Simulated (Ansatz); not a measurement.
# CaSi2Au2: relaxation and properties

This session takes CaSi2Au2 and sets out to find the equilibrium cell and compute bands, density of states and charges.

Method: DFT PBEsol, scalar-relativistic, plane waves, PAW, in Ansatz 0.2.0.

## Step 1: The structure to begin with

It takes space group I4/mmm (No. 139, tetragonal). Conventional cell: a = 4.320 Å, b = 4.320 Å, c = 10.020 Å, α = 90.00°, β = 90.00°, γ = 90.00°. Ca (site symmetry 4/mmm) has 8 Au at 3.31 Å and 10 Si at 3.35 to 3.63 Å in its first shell of neighbours. Si (site symmetry 4mm) is surrounded by 4 Au at 2.43 Å and 1 Si at 2.77 Å and 5 Ca at 3.35 to 3.63 Å. Au (site symmetry -4m2) is surrounded by 4 Si at 2.43 Å.

Structure file:

```cif
data_structure
_symmetry_space_group_name_H-M 'P 1'
_symmetry_Int_Tables_number 1
_cell_length_a 5.8678
_cell_length_b 5.8678
_cell_length_c 5.8678
_cell_angle_alpha 136.802
_cell_angle_beta 136.802
_cell_angle_gamma 62.743
_cell_volume 93.50
loop_
_atom_site_label
_atom_site_type_symbol
_atom_site_fract_x
_atom_site_fract_y
_atom_site_fract_z
_atom_site_occupancy
Ca1 Ca 0.00000 0.00000 0.00000 1
Si1 Si 0.36200 0.36200 0.00000 1
Si2 Si 0.63800 0.63800 0.00000 1
Au1 Au 0.75000 0.25000 0.50000 1
Au2 Au 0.25000 0.75000 0.50000 1
```

The structure comes from the Crystallography Open Database.

(A quick probe on a coarse mesh, which set the mesh and smearing, is not shown.)

## Step 3: A loose first relaxation

The input, input.yaml:

```yaml
crystal:
  lattice:
    - [-2.16, 2.16, 5.01]
    - [2.16, -2.16, 5.01]
    - [2.16, 2.16, -5.01]
  atoms:
    - { symbol: Ca, position: [0.0, 0.0, 0.0] }
    - { symbol: Si, position: [0.362, 0.362, 0.0] }
    - { symbol: Si, position: [0.638, 0.638, 0.0] }
    - { symbol: Au, position: [0.75, 0.25, 0.5] }
    - { symbol: Au, position: [0.25, 0.75, 0.5] }
basis:
  ecutwfc: 420
kpoints:
  mp_grid: { grid: [6, 6, 6] }
hamiltonian:
  xc: pbesol
scf:
  occupations: { method: gaussian, width: 0.1 }
output:
  forces: true
  stress: true
  eigenvalues: true
relax:
  adjacent_minimum: "off"
  f_tol: 0.05
  max_steps: 80
  cell: { stress_tol: 0.5 }
```

Run with:

```console
$ ansatz run input.yaml --threads 1 --pin off --max-ram 2560MiB --backend cpu --events-out ev --progress --plain --runs-dir out
```

Further runs follow: relaxing cell and atoms; bands, states and charges.

Before running it: what results should come out? Wanted: relaxed cell; volume; formation energy; gap; states at the Fermi level; Bader charges.

The runs gave:

| quantity | value |
| --- | --- |
| relaxed cell (conventional) | a = 4.301 Å, b = 4.301 Å, c = 10.006 Å, α = 90.00°, β = 90.00°, γ = 90.00° |
| space group (0.01 Å) | I4/mmm (No. 139) |
| volume | 18.51 Å³/atom |
| formation energy (elements from runs with the same settings, not shown) | -0.55 eV/atom |
| gap | none (metal) |
| states at the Fermi level | 1.28 per eV per cell |
| Bader charges | Ca +1.37, Si +0.23, Au -0.91 e |

The relaxed volume is 1.0 % smaller than at the start. The start is a reported cell, which holds thermal expansion that this zero-temperature run lacks. There is no gap at this level. Of the projected weight within 0.25 eV of the Fermi level, the largest part is Si 3p (65 %) and Au 5d (19 %). The projections leave out shells that the potentials don't hold, such as empty d states. Bader charges go up to 1.4 e. These runs have no spin-orbit coupling; with Au it would split and shift bands.
